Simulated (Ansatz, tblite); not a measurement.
# Si19H28 ring sphere (Si₁₉H₂₈): a ladder of methods and basis sets

An exercise on one series of results from a longer session: the logs are not shown, and one member is left open.

Computed with Ansatz 0.2.0, Gaussian basis. Level: as each input shows.

Plan: GFN1-xTB, GFN2-xTB, PBE-D4/def2-TZVP, r2SCAN-D4/def2-TZVP, B97M-V/def2-TZVP, B3LYP-D4/def2-TZVP, HF/def2-TZVP, PBE-D4/def2-SVP, PBE0-D4/def2-SVP, MP2/def2-SVP, RPA/def2-SVP.

## The relaxed structure

The geometry is that of the singlet, from an earlier relaxation (PBE-D4/def2-SVP).

47 atoms, charge 0, spin multiplicity 1.

Bond lengths: Si1–Si11 2.355 Å, Si1–Si12 2.355 Å, Si1–H20 1.509 Å, Si1–H21 1.510 Å, Si2–Si12 2.355 Å, Si2–Si13 2.356 Å, Si2–H22 1.510 Å, Si2–H23 1.509 Å, Si3–Si11 2.355 Å, Si3–Si15 2.355 Å, Si3–H24 1.510 Å, Si3–H25 1.509 Å, Si4–Si12 2.348 Å, Si4–Si15 2.348 Å, Si4–Si16 2.348 Å, Si4–H26 1.512 Å, Si5–Si15 2.355 Å, Si5–Si17 2.355 Å and more. Angles: Si11–Si1–Si12 113.9°, Si11–Si1–H20 110.2°, Si11–Si1–H21 107.7°, Si12–Si1–H20 109.8°, Si12–Si1–H21 107.1°, H20–Si1–H21 107.9°, Si12–Si2–Si13 113.9°, Si12–Si2–H22 107.1°, Si12–Si2–H23 109.8°, Si13–Si2–H22 107.7°, Si13–Si2–H23 110.2°, H22–Si2–H23 107.9°, Si11–Si3–Si15 113.9°, Si11–Si3–H24 107.7°, Si11–Si3–H25 110.2°, Si15–Si3–H24 107.1°, Si15–Si3–H25 109.8°, H24–Si3–H25 107.9° and more.

PBE0-D4/def2-TZVP was run before; its log isn't repeated, and its numbers join the tables.

The first run:

Tight binding, by tblite at 300 K electronic temperature and without a spin-polarisation term:

```python
tblite.interface.Calculator('GFN1-xTB', numbers, positions, charge=0, uhf=0).singlepoint()
```

Tight binding, by tblite at 300 K electronic temperature and without a spin-polarisation term:

```python
tblite.interface.Calculator('GFN2-xTB', numbers, positions, charge=0, uhf=0).singlepoint()
```

start.molden holds the orbitals of an earlier run on this state, given as this run's starting guess.

in.yaml reads:

```yaml
crystal:
  periodic: [false, false, false]
  atoms:
    - {symbol: Si, position_ang: [-3.484908, -0.747444, -1.916529]}
    - {symbol: Si, position_ang: [-3.486608, 1.915248, 0.741694]}
    - {symbol: Si, position_ang: [-0.742729, -3.487217, -1.914234]}
    - {symbol: Si, position_ang: [-0.709636, -0.709635, 0.708976]}
    - {symbol: Si, position_ang: [1.916228, -3.484975, 0.747808]}
    - {symbol: Si, position_ang: [2.001862, -0.719164, -1.998096]}
    - {symbol: Si, position_ang: [1.913184, -0.743205, 3.487528]}
    - {symbol: Si, position_ang: [-0.718593, 1.998565, -2.001598]}
    - {symbol: Si, position_ang: [1.998209, 2.001394, 0.719883]}
    - {symbol: Si, position_ang: [-0.748728, 1.914802, 3.485442]}
    - {symbol: Si, position_ang: [-2.336217, -2.341008, -3.216244]}
    - {symbol: Si, position_ang: [-2.071819, 0.641228, -0.643960]}
    - {symbol: Si, position_ang: [-2.341036, 3.216056, 2.336751]}
    - {symbol: Si, position_ang: [0.711767, 0.708127, -3.360063]}
    - {symbol: Si, position_ang: [0.643618, -2.072236, -0.641185]}
    - {symbol: Si, position_ang: [0.640507, 0.643058, 2.072129]}
    - {symbol: Si, position_ang: [3.215749, -2.336542, 2.341757]}
    - {symbol: Si, position_ang: [3.360065, 0.711572, -0.707749]}
    - {symbol: Si, position_ang: [0.708648, 3.360116, -0.710975]}
    - {symbol: H, position_ang: [-4.375890, 0.095625, -2.794675]}
    - {symbol: H, position_ang: [-4.365881, -1.495366, -0.944839]}
    - {symbol: H, position_ang: [-4.369420, 0.944426, 1.488596]}
    - {symbol: H, position_ang: [-4.375726, 2.793137, -0.103627]}
    - {symbol: H, position_ang: [-1.490752, -4.368096, -0.942535]}
    - {symbol: H, position_ang: [0.101883, -4.378159, -2.790926]}
    - {symbol: H, position_ang: [-1.583071, -1.582825, 1.581661]}
    - {symbol: H, position_ang: [0.944566, -4.366257, 1.495367]}
    - {symbol: H, position_ang: [2.794709, -4.375709, -0.095164]}
    - {symbol: H, position_ang: [2.870004, -1.603402, -2.863669]}
    - {symbol: H, position_ang: [0.941284, -1.491529, 4.367932]}
    - {symbol: H, position_ang: [2.789256, 0.101552, 4.378952]}
    - {symbol: H, position_ang: [-1.602806, 2.864489, -2.869422]}
    - {symbol: H, position_ang: [2.863817, 2.868954, 1.604662]}
    - {symbol: H, position_ang: [-1.497594, 0.942397, 4.364804]}
    - {symbol: H, position_ang: [0.093968, 2.791670, 4.378027]}
    - {symbol: H, position_ang: [-3.330443, -3.336636, -3.765668]}
    - {symbol: H, position_ang: [-1.663692, -1.668784, -4.382284]}
    - {symbol: H, position_ang: [-3.337143, 3.765472, 3.330541]}
    - {symbol: H, position_ang: [-1.667577, 4.381946, 1.665099]}
    - {symbol: H, position_ang: [-0.062536, -0.068376, -4.392897]}
    - {symbol: H, position_ang: [1.649817, 1.646226, -4.084126]}
    - {symbol: H, position_ang: [4.381638, -1.663611, 1.669651]}
    - {symbol: H, position_ang: [3.765091, -3.330848, 3.337349]}
    - {symbol: H, position_ang: [4.393776, -0.062247, 0.068156]}
    - {symbol: H, position_ang: [4.083177, 1.650094, -1.646244]}
    - {symbol: H, position_ang: [-0.067626, 4.393634, 0.062739]}
    - {symbol: H, position_ang: [1.647629, 4.083455, -1.648828]}
basis:
  gaussian: {orbitals: def2-TZVP, fitting: {mean_field: def2-universal-jkfit}, initial_orbitals: start.molden}
hamiltonian: {xc: pbe, dispersion: d4}
scf: {omitted_lower_state_checks: [starts]}
output: {forces: true, orbitals: {seedname: orbitals}}
```

Started as:

```sh
$ ansatz run in.yaml --threads 2 --pin off --events-out ev --progress --plain --max-ram 22528MiB --backend cuda --devices 0, --max-vram 18GiB
```

Among the steps run: PBE-D4/def2-TZVP; r2SCAN-D4/def2-TZVP; B97M-V/def2-TZVP; B3LYP-D4/def2-TZVP; HF/def2-TZVP; PBE-D4/def2-SVP; PBE0-D4/def2-SVP; MP2/def2-SVP; RPA/def2-SVP.

One table of the session follows, with a row left open; its other results are not shown here.

It belongs to the step «Binding energy». 

| level | binding an atom (eV) |
| --- | --- |
| HF/def2-SVP | 2.382 |
| HF/def2-TZVP | 2.398 |
| PBE-D4/def2-SVP | 3.236 |
| PBE-D4/def2-TZVP | ? |
| r2SCAN-D4/def2-TZVP | 3.252 |
| B97M-V/def2-TZVP | 3.276 |
| B3LYP-D4/def2-TZVP | 3.221 |
| PBE0-D4/def2-SVP | 3.234 |
| PBE0-D4/def2-TZVP | 3.237 |
| MP2/def2-SVP | 2.984 |

**Question.** Estimate the row for PBE-D4/def2-TZVP.

The run gave: binding an atom (eV): 3.233. In the column «binding an atom (eV)» it lies between B3LYP-D4/def2-TZVP (3.221) and PBE0-D4/def2-SVP (3.234).

Caveats from the session: Free atoms were run apart at each level; binding is atoms less cluster, divided by the number of atoms, without zero-point or spin-orbit terms.
